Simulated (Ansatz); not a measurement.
# WSe2: the cost of one run

Method: DFT PBEsol, scalar-relativistic, plane waves, PAW, in Ansatz 0.2.0.

1 further run of the same task is left out (set aside as unsound or not needed). Runs told in other sessions of the task aren't counted.

**1. The starting structure**

Symmetry: P-6m2, No. 187, hexagonal system. Conventional cell: a = 3.271 Å, b = 3.271 Å, c = 29.185 Å, α = 90.00°, β = 90.00°, γ = 120.00°. W (site symmetry -6m2) is surrounded by 6 Se at 2.52 Å. Around W (site symmetry 3m) lie 6 Se at 2.52 Å. Se (site symmetry 3m) is surrounded by 3 W at 2.52 Å.

As a file:

```xyz
9
Lattice="3.2709 0.0000 0.0000 -1.6355 2.8327 0.0000 0.0000 0.0000 29.1848" Properties=species:S:1:pos:R:3 pbc="T T T"
W     1.6355    0.9442    0.0000
W     0.0000    1.8885   22.5734
W     0.0000    1.8885    6.6114
Se    0.0000    1.8885    1.6743
Se    1.6355    0.9442   24.2479
Se    1.6355    0.9442    8.2836
Se    0.0000    1.8885   27.5105
Se    1.6355    0.9442   20.9011
Se    1.6355    0.9442    4.9369
```

It goes back to an entry of the Materials Project, which need not be the stable form.

This cell was relaxed beforehand with the same method: volume 30.05 Å³/atom, gap on the mesh 1.25 eV.

**2. The reference cell**

The reference gives a free energy of -63320.2600 eV, pressure -0.01 GPa, largest force 0.001 eV/Å and gap on the mesh 1.25 eV. It was computed beforehand with the settings of the runs below.

**3. Harmonic modes of this cell**

input.yaml

```yaml
crystal:
  lattice:
    - [3.2709028869, 0.0, 0.0]
    - [-1.6354514434, 2.8326849934, 0.0]
    - [0.0, 0.0, 29.1847510368]
  atoms:
    - { symbol: W, position: [0.6666666667, 0.3333333333, 0.0] }
    - { symbol: W, position: [0.3333333333, 0.6666666667, 0.7734641584] }
    - { symbol: W, position: [0.3333333333, 0.6666666667, 0.2265358416] }
    - { symbol: Se, position: [0.3333333333, 0.6666666667, 0.0573689676] }
    - { symbol: Se, position: [0.6666666667, 0.3333333333, 0.8308403025] }
    - { symbol: Se, position: [0.6666666667, 0.3333333333, 0.2838341571] }
    - { symbol: Se, position: [0.3333333333, 0.6666666667, 0.9426310324] }
    - { symbol: Se, position: [0.6666666667, 0.3333333333, 0.7161658429] }
    - { symbol: Se, position: [0.6666666667, 0.3333333333, 0.1691596975] }
basis:
  ecutwfc: 420
kpoints:
  mp_grid: { grid: [12, 12, 1] }
hamiltonian:
  xc: pbesol
scf:
  occupations: { method: gaussian, width: 0.05 }
output:
  eigenvalues: true
phonons:
  method: fd
  supercell: [1, 1, 1]
  amplitude: 0.02
  eigenvectors: true
  dielectric: false
```

Launch:

```sh
$ ansatz run input.yaml --threads 2 --pin off --max-ram 5120MiB --backend cpu --events-out ev --progress --plain --runs-dir out
```

What time and memory should one allow on 2 threads of Arm Neoverse V1, shared host?

About 7.7 min, with a peak of 1.5 GiB.
